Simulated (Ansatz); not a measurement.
# ClGeH₅Si: one species, many methods

One table from this session's results is given with a row withheld; the runs are named, their logs left out.

Method: functionals in def2-TZVPP, the program's frozen cores in correlated methods; program: Ansatz 0.2.0, Gaussian basis.

Plan: LDA (SPW92), PBE-D4, revPBE-D4, BLYP-D4, r2SCAN-D4, B97M-V, PBE0-D4, B3LYP-D4, r2SCANh-D4, r2SCAN0-D4, HSE06-D4, BHLYP-D4, CAM-B3LYP-D4, LC-ωPBE, ωB97X-V, ωB97M-V, B2PLYP, PBE-QIDH; CCSD(T)/def2-SVP; CCSD(T)/def2-TZVPP; CCSD(T)/def2-QZVPP; extrapolation to the limit; RPA on PBE.

### The geometry

An earlier PBE0-D4 in a triple-zeta def2 set relaxation fixed the geometry.

SMILES `Cl[SiH2][GeH3]`, 8 atoms, charge 0, spin multiplicity 1.

Atoms are counted from 1 here; the program's logs count them from 0.

Bond lengths: Cl1–Si2 2.062 Å, Si2–Ge3 2.377 Å, Si2–H4 1.484 Å, Si2–H5 1.484 Å, Ge3–H6 1.536 Å, Ge3–H7 1.538 Å, Ge3–H8 1.536 Å. Angles: Cl1–Si2–Ge3 109.1°, Cl1–Si2–H4 107.8°, Cl1–Si2–H5 107.8°, Ge3–Si2–H4 111.5°, Ge3–Si2–H5 111.5°, H4–Si2–H5 109.1°, Si2–Ge3–H6 110.0°, Si2–Ge3–H7 109.9°, Si2–Ge3–H8 110.0°, H6–Ge3–H7 108.9°, H6–Ge3–H8 109.1°, H7–Ge3–H8 108.9°.

The first run:

Input file in.yaml:

```yaml
crystal:
  periodic: [false, false, false]
  atoms:
    - {symbol: Cl, position_ang: [-2.290325, 1.217200, -0.310567]}
    - {symbol: Si, position_ang: [-0.414064, 0.602619, -0.906888]}
    - {symbol: Ge, position_ang: [0.581487, -0.662164, 0.842713]}
    - {symbol: H, position_ang: [-0.573600, -0.206376, -2.140799]}
    - {symbol: H, position_ang: [0.380664, 1.815659, -1.222162]}
    - {symbol: H, position_ang: [0.711229, 0.201704, 2.106079]}
    - {symbol: H, position_ang: [1.981537, -1.135480, 0.415633]}
    - {symbol: H, position_ang: [-0.284628, -1.890263, 1.160192]}
basis:
  gaussian: {orbitals: def2-TZVPP}
hamiltonian: {xc: lda}
output: {orbitals: {seedname: orbitals}}
```

On the command line:

```bash
$ ansatz run in.yaml --threads 2 --pin off --events-out ev --progress --plain --max-ram 31744MiB --backend cpu
```

Steps of the session up to this table: LDA; PBE-D4 (GGA); revPBE-D4 (GGA); BLYP-D4 (GGA); r2SCAN-D4 (meta-GGA); B97M-V (meta-GGA); B3LYP-D4 (hybrid); r2SCANh-D4 (hybrid); r2SCAN0-D4 (hybrid); HSE06-D4 (hybrid); BHLYP-D4 (hybrid); CAM-B3LYP-D4 (range-separated); LC-ωPBE (range-separated); ωB97X-V (range-separated); ωB97M-V (range-separated); B2PLYP (double hybrid); PBE-QIDH (double hybrid).

One of the session's tables, all rows but one given; the rest of the session is left out.

It belongs to the step «Orbital energies across the functionals». 

| functional | HOMO (eV) | gap (eV) |
| --- | --- | --- |
| LDA (SPW92) | -7.08 | 5.56 |
| PBE-D4 | -6.99 | 5.69 |
| revPBE-D4 | -6.95 | 5.75 |
| BLYP-D4 | -6.85 | 5.72 |
| r2SCAN-D4 | -7.28 | 6.29 |
| B97M-V | -7.40 | 6.29 |
| PBE0-D4 | -8.15 | 7.71 |
| B3LYP-D4 | ? | ? |
| r2SCANh-D4 | -7.70 | 7.00 |
| r2SCAN0-D4 | -8.33 | 8.06 |
| HSE06-D4 | -7.76 | 6.94 |
| BHLYP-D4 | -9.20 | 9.70 |
| CAM-B3LYP-D4 | -9.42 | 10.05 |
| LC-ωPBE | -10.73 | 12.49 |
| ωB97X-V | -10.40 | 12.04 |
| ωB97M-V | -10.19 | 11.58 |

Estimate the missing values for B3LYP-D4.

Worked estimate for «HOMO (eV)». Against the share of exact exchange, BLYP-D4 (0, -6.85), BHLYP-D4 (0.5, -9.20) give a slope of -4.70 per unit share; at 0.2 the line stands at -7.79.

**Answer.** HOMO (eV): -7.94; gap (eV): 7.32. In «HOMO (eV)» the line misses by +0.15.
